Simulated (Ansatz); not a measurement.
# MnC5: the cost of one run

Computed with Ansatz 0.2.0 (DFT PBE, scalar-relativistic, plane waves, PAW, unless a step's input says otherwise).

### Step 1. The starting structure

The structure is hexagonal, space group P6/mmm (No. 191). The conventional cell has a = 4.588 Å, b = 4.588 Å, c = 4.270 Å, α = 90.00°, β = 90.00°, γ = 120.00°. Mn (site symmetry 6/mmm) is surrounded by 2 C at 2.14 Å. Around C (site symmetry 3m) lie 1 C at 1.48 Å. C (site symmetry 6/mmm) has 2 Mn at 2.14 Å as nearest neighbours.

Structure file:

```cif
data_structure
_symmetry_space_group_name_H-M 'P 1'
_symmetry_Int_Tables_number 1
_cell_length_a 4.5875
_cell_length_b 4.5875
_cell_length_c 4.2701
_cell_angle_alpha 90.000
_cell_angle_beta 90.000
_cell_angle_gamma 120.000
_cell_volume 77.83
loop_
_atom_site_label
_atom_site_type_symbol
_atom_site_fract_x
_atom_site_fract_y
_atom_site_fract_z
_atom_site_occupancy
Mn1 Mn 0.00000 0.00000 0.00000 1
C1 C 0.33333 0.66667 0.82693 1
C2 C 0.66667 0.33333 0.82693 1
C3 C 0.66667 0.33333 0.17307 1
C4 C 0.33333 0.66667 0.17307 1
C5 C 0.00000 0.00000 0.50000 1
```

Recipe of the guess: random cell by space group and Wyckoff sites (P6/mmm, No. 191). The dimensions are guesses.

### Step 2. A first look at the guess

File input.yaml:

```yaml
crystal:
  lattice:
    - [4.58753107, 0.0, 0.0]
    - [-2.29376554, 3.97291845, 0.0]
    - [0.0, 0.0, 4.2701088]
  atoms:
    - { symbol: Mn, position: [0.0, 0.0, 0.0], spin: 4.0 }
    - { symbol: C, position: [0.33333333, 0.66666667, 0.82693303] }
    - { symbol: C, position: [0.66666667, 0.33333333, 0.82693303] }
    - { symbol: C, position: [0.66666667, 0.33333333, 0.17306697] }
    - { symbol: C, position: [0.33333333, 0.66666667, 0.17306697] }
    - { symbol: C, position: [0.0, 0.0, 0.5] }
basis:
  ecutwfc: 420
kpoints:
  mp_grid: { grid: [6, 6, 4] }
hamiltonian:
  xc: pbe
scf:
  occupations: { method: gaussian, width: 0.1 }
  lower_state_search: "off"
output:
  forces: true
  stress: true
  eigenvalues: true
  populations: true
magnetization:
  spin_polarized: true
```

Started as:

```
$ ansatz run input.yaml --threads 1 --pin off --max-ram 2560MiB --backend cpu --events-out ev --progress --plain --runs-dir out
```

Q: Estimate wall time and peak memory on 1 thread of Intel Xeon at 2.70GHz, shared host.

About 11 s, with a peak of 0.41 GiB.
